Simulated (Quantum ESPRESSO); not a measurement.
# HPbNO4 (P1) in Quantum ESPRESSO: notebook, part 2 of 2

Quantum ESPRESSO 7.5. The steps go on from the part before.

### Step 3. Single point, PBE, spin-orbit coupling, no magnetisation

Input file pw.in:

```
&CONTROL
  calculation = 'scf'
  prefix = 'pwscf'
  outdir = './tmp'
  pseudo_dir = './pseudo'
  tprnfor = .true.
  tstress = .true.
  disk_io = 'nowf'
/
&SYSTEM
  ibrav = 0
  nat = 14
  ntyp = 4
  ecutwfc = 84
  nbnd = 114
  occupations = 'smearing'
  smearing = 'fd'
  degauss = 0.00367493
  noncolin = .true.
  lspinorb = .true.
/
&ELECTRONS
  conv_thr = 2.8d-09
  electron_maxstep = 120
  mixing_beta = 0.5
/
ATOMIC_SPECIES
H      1.0080 H.upf
Pb   207.2000 Pb.upf
N     14.0070 N.upf
O     15.9990 O.upf
CELL_PARAMETERS angstrom
   4.1204000000   -0.0008100000   -0.0112000000
   0.0040400000    6.4272200000    0.0536000000
   0.0279100000    3.2070700000    7.7499400000
ATOMIC_POSITIONS crystal
H      0.9036600000    0.2182100000    0.4885100000
H      0.4033700000    0.7817700000    0.5114200000
Pb     0.3945500000    0.3086300000    0.7072500000
Pb     0.8948900000    0.6913500000    0.2926600000
N      0.6340900000    0.1999000000    0.2073000000
N      0.1338600000    0.8001200000    0.7927500000
O      0.9082900000    0.3286600000    0.5436900000
O      0.5379200000    0.3907600000    0.1949700000
O      0.5348300000    0.1127900000    0.1060200000
O      0.8371800000    0.0888700000    0.3267200000
O      0.4081700000    0.6713200000    0.4562400000
O      0.0377400000    0.6092400000    0.8052000000
O      0.0342900000    0.8873700000    0.8939700000
O      0.3371600000    0.9110100000    0.6733000000
K_POINTS automatic
5 4 3 0 0 0
```

Potentials or basis: PseudoDojo 0.4 FR PBE standard.

Run with:

```sh
> OMP_NUM_THREADS=1 mpirun -n 8 pw.x -nk 2 -in pw.in > pw.out
```

pw.out:

```text
This program is part of the open-source Quantum ESPRESSO suite
     for quantum simulation of materials; please cite
         "P. Giannozzi et al., J. Phys.:Condens. Matter 21 395502 (2009);
         "P. Giannozzi et al., J. Phys.:Condens. Matter 29 465901 (2017);
         "P. Giannozzi et al., J. Chem. Phys. 152 154105 (2020);
     in publications or presentations arising from this work. More details at

     K-points division:     npool     =       2
     Subspace diagonalization in iterative solution of the eigenvalue problem:
     a serial algorithm will be used

     --------------------
     sticks:   dense  smooth     PW     G-vecs:    dense   smooth      PW
     Min         632     632    174                35897    35897    5220
     Max         633     633    175                35898    35898    5222
     Sum        2529    2529    699               143591   143591   20885

     Using Slab Decomposition

     bravais-lattice index     =            0
     lattice parameter (alat)  =       7.7865  a.u.
     unit-cell volume          =    1380.2575 (a.u.)^3
     number of atoms/cell      =           14
     number of atomic types    =            4
     number of electrons       =        88.00
     number of Kohn-Sham states=          114
     kinetic-energy cutoff     =      84.0000  Ry
     charge density cutoff     =     336.0000  Ry
     scf convergence threshold =      2.8E-09
     mixing beta               =       0.5000
     number of iterations used =            8  plain     mixing
     Exchange-correlation= PBE
                           (   1   4   3   4   0   0   0)
     Non magnetic calculation with spin-orbit

     celldm(1)=   7.786456  celldm(2)=   0.000000  celldm(3)=   0.000000
     celldm(4)=   0.000000  celldm(5)=   0.000000  celldm(6)=   0.000000

     crystal axes: (cart. coord. in units of alat)
               a(1) = (   0.999996  -0.000197  -0.002718 )
               a(2) = (   0.000980   1.559848   0.013008 )
               a(3) = (   0.006774   0.778337   1.880864 )

     reciprocal axes: (cart. coord. in units 2 pi/alat)
               b(1) = (  0.999994 -0.000601 -0.003353 )
               b(2) = ( -0.000597  0.643309 -0.266211 )
               b(3) = (  0.001449 -0.004450  0.533507 )
[... 289 lines left out ...]
   -13.5375 -13.5353 -13.5214 -13.5210 -13.5000 -13.4975 -13.3279 -13.3263
   -10.9912 -10.9889 -10.9854 -10.9845 -10.9507 -10.9500 -10.9474 -10.9454
   -10.9273 -10.9241 -10.7900 -10.7882  -6.6360  -6.6360  -6.5031  -6.5011
    -4.7537  -4.7507  -4.5902  -4.5892  -4.4999  -4.4986  -4.3692  -4.3668
    -4.2087  -4.2082  -4.0189  -4.0179  -3.5331  -3.5308  -3.2130  -3.2099
    -1.5826  -1.5741  -1.0707  -1.0593   0.0852   0.1416   0.3189   0.3922
     0.7836   0.8017   0.9537   0.9607   1.0381   1.0567   1.1508   1.1717
     1.2569   1.2734   1.3463   1.3536   1.4896   1.4954   1.5547   1.5672
     1.7082   1.7155   2.4197   2.4399   2.6380   2.6411   2.8477   2.8677
     6.2927   6.3556   6.5233   6.5273   6.8440   6.8944   7.0103   7.0657
     8.2038   8.2264   8.7112   8.7499   9.5538   9.6205  10.1527  10.2945
    10.5442  10.8239  11.2690  11.4637  12.3452  12.3603  12.6687  12.6845
    13.0544  13.1397
[... 454 lines left out ...]
   -16.9349 -16.9346 -16.9231 -16.9227 -15.0459 -15.0419 -14.9774 -14.9738
   -13.5300 -13.5257 -13.5187 -13.5145 -13.4043 -13.4010 -13.3379 -13.3313
   -10.9780 -10.9712 -10.9699 -10.9632 -10.9349 -10.9332 -10.9305 -10.9289
   -10.8503 -10.8478 -10.7949 -10.7923  -6.5415  -6.5401  -6.4767  -6.4749
    -4.7662  -4.7655  -4.7285  -4.7282  -4.5206  -4.5188  -4.4409  -4.4385
    -4.2107  -4.2099  -4.1451  -4.1432  -3.3787  -3.3767  -3.3125  -3.3098
    -2.2221  -2.2165  -1.8924  -1.8878   0.2321   0.2589   0.4383   0.4806
     0.7795   0.8180   0.8602   0.8834   1.0490   1.0762   1.1906   1.2020
     1.2807   1.2949   1.3739   1.3768   1.6077   1.6289   1.6635   1.6723
     2.1751   2.1797   2.2308   2.2458   2.7525   2.7632   2.8470   2.8618
     6.1016   6.2317   6.2829   6.3473   6.8921   7.1087   7.2573   7.3519
     8.4173   8.6143   8.6523   8.8563   9.3888   9.4309   9.6243   9.6821
    11.1581  11.2171  11.6989  11.7081  12.5144  12.5520  12.6703  12.7507
    12.9955  13.0835

     the Fermi energy is     4.7429 ev

!    total energy              =    -588.83781830 Ry
     estimated scf accuracy    <          4.3E-10 Ry
     smearing contrib. (-TS)   =      -0.00000000 Ry
     internal energy E=F+TS    =    -588.83781830 Ry

     The total energy is F=E-TS. E is the sum of the following terms:
     one-electron contribution =    -284.60623819 Ry
     hartree contribution      =     188.13033199 Ry
     xc contribution           =    -159.39861277 Ry
     ewald contribution        =    -332.96329932 Ry

     convergence has been achieved in  13 iterations

     Forces acting on atoms (cartesian axes, Ry/au):

     atom    1 type  1   force =     0.00018678    0.00418174    0.00174626
     atom    2 type  1   force =     0.00019354   -0.00416980   -0.00172923
     atom    3 type  2   force =    -0.00000945   -0.00029887    0.00083474
     atom    4 type  2   force =    -0.00002540    0.00031134   -0.00081955
     atom    5 type  3   force =    -0.00157033   -0.00013978   -0.00225380
     atom    6 type  3   force =    -0.00165650    0.00007424    0.00233335
     atom    7 type  4   force =    -0.00018365   -0.00474475   -0.00274936
     atom    8 type  4   force =    -0.00023511    0.00094677    0.00032646
     atom    9 type  4   force =    -0.00001077   -0.00044354    0.00011608
     atom   10 type  4   force =     0.00187940    0.00007004    0.00277873
     atom   11 type  4   force =    -0.00028014    0.00472245    0.00272201
     atom   12 type  4   force =    -0.00006379   -0.00089547   -0.00033640
     atom   13 type  4   force =     0.00007373    0.00043772   -0.00013287
     atom   14 type  4   force =     0.00170169   -0.00005207   -0.00283641

     Total force =     0.011950     Total SCF correction =     0.000049

     Computing stress (Cartesian axis) and pressure

          total   stress  (Ry/bohr**3)                   (kbar)     P=       -0.34
   0.00000135  -0.00000010  -0.00000019            0.20       -0.01       -0.03
  -0.00000010  -0.00001009  -0.00000773           -0.01       -1.48       -1.14
  -0.00000019  -0.00000773   0.00000192           -0.03       -1.14        0.28

=------------------------------------------------------------------------------=
   JOB DONE.
=------------------------------------------------------------------------------=
```

Run time: 13 min. Hardware: 8 MPI ranks of AMD EPYC 7R43 (Zen 3), shared host; peak memory 3.6 GiB.

Results:

| Property | Result |
| --- | --- |
| Free energy | -8011.5467 eV |
| Pressure | 0.0 GPa |
| Largest force | 0.141 eV/Å |
| Band gap on the k mesh | 3.18 eV, indirect (least direct gap 3.24 eV) |

Forces in eV/Å, atoms in the order of the input:
```
H    0.005  0.108  0.045
H    0.005 -0.107 -0.044
Pb   0.000 -0.008  0.021
Pb  -0.001  0.008 -0.021
N   -0.040 -0.004 -0.058
N   -0.043  0.002  0.060
O   -0.005 -0.122 -0.071
O   -0.006  0.024  0.008
O    0.000 -0.011  0.003
O    0.048  0.002  0.071
O   -0.007  0.121  0.070
O   -0.002 -0.023 -0.009
O    0.002  0.011 -0.003
O    0.044 -0.001 -0.073
```

Caveat: an odd mesh through Γ misses points on the zone boundary, where band edges often lie.
